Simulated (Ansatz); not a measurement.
# GeAsH3 (triplet): from Hartree-Fock to the top rungs, cc-pVDZ

Aim: climb from Hartree-Fock through coupled cluster and multireference methods for GeAsH3 (triplet) at one geometry and basis, and see what each rung misses.

Computed with Ansatz 0.2.0, Gaussian basis. Level: cc-pVDZ, core rule «outside noble gas», up to 28 orbitals frozen.

Plan: UHF; CCSD(T) on ROHF; CCSD(T) on UHF; BCCD(T) on ROHF; CISD; CCSDT(Q) on ROHF; CCSDT(Q) on UHF; CASSCF and NEVPT2, 12 electrons in 11 orbitals.

27 further runs of the same task are left out: 17 that didn't finish, 10 set aside as unsound or not needed.

## (1) The geometry

The geometry is a PBE0/def2-TZVP stationary point (not a proven minimum). No spin-orbit coupling is included. The filled d shell of Ge, As may be among the frozen orbitals whatever the setting's name suggests; the logs give the count.

5 atoms, charge 0, spin multiplicity 3.

Atoms are counted from 1 here; the program's logs count them from 0.

Bond lengths: Ge1–As2 2.417 Å, Ge1–H3 1.540 Å, Ge1–H4 1.540 Å, Ge1–H5 1.540 Å. Angles: As2–Ge1–H3 110.3°, As2–Ge1–H4 110.3°, As2–Ge1–H5 110.3°, H3–Ge1–H4 108.7°, H3–Ge1–H5 108.7°, H4–Ge1–H5 108.7°.

## (2) UHF

in.yaml reads:

```yaml
crystal:
  periodic: [false, false, false]
  atoms:
    - {symbol: Ge, position_ang: [-1.191943, -0.008234, 0.002120]}
    - {symbol: As, position_ang: [1.225257, 0.008464, -0.002179]}
    - {symbol: H, position_ang: [-1.734783, 1.432476, 0.005020]}
    - {symbol: H, position_ang: [-1.717585, -0.735786, 1.252999]}
    - {symbol: H, position_ang: [-1.722058, -0.732435, -1.248816]}
basis:
  gaussian: {orbitals: cc-pVDZ}
magnetization: {spin_polarized: true, initial_magnetization: 2}
hamiltonian: {xc: hf}
output: {orbitals: {seedname: orbitals}}
```

Command:

```console
$ ansatz run in.yaml --threads 1 --pin off --events-out ev --progress --plain --max-ram 2393MiB
```

After this run come: CCSD(T) on ROHF; CCSD(T) on UHF; BCCD(T) on ROHF; CISD; CCSDT(Q) on ROHF; CCSDT(Q) on UHF; CASSCF and NEVPT2, 12 electrons in 11 orbitals.

Before running them: what should the planned runs give, taken together? Wanted: UCCSDT(Q) below the RHF energy; RMP2 from UCCSDT(Q); UMP2 from UCCSDT(Q); RCCSD from UCCSDT(Q); RCCSD(T) from UCCSDT(Q); UCCSD(T) from UCCSDT(Q); RCCSDT(Q) from UCCSDT(Q); NEVPT2 valence from UCCSDT(Q); T1 diagnostic.

**Answer**, as computed:

```
                         quantity                                                   value
   UCCSDT(Q) below the RHF energy                                              -5.9008 eV
              RMP2 from UCCSDT(Q)                                           +118.3 kJ/mol
              UMP2 from UCCSDT(Q)                                           +119.0 kJ/mol
             RCCSD from UCCSDT(Q)                                            +17.1 kJ/mol
          RCCSD(T) from UCCSDT(Q)                                             +4.1 kJ/mol
          UCCSD(T) from UCCSDT(Q)                                             +3.3 kJ/mol
         RCCSDT(Q) from UCCSDT(Q)                                             +0.8 kJ/mol
    NEVPT2 valence from UCCSDT(Q)                                           +105.9 kJ/mol
levels within 1 kcal/mol (43 meV)  RCCSD(T), UCCSD(T), BCCD(T), RCCSDT, UCCSDT, RCCSDT(Q)
                    T1 diagnostic                                                   0.017
   effectively unpaired electrons                                                    2.02
```

RCCSD(T) lands +4.1 kJ/mol from the yardstick (0.7 % of the correlation energy). One determinant dominates. These misses are within one basis, not against nature; the frozen cores of restricted and unrestricted runs differ, which can shift their rows.
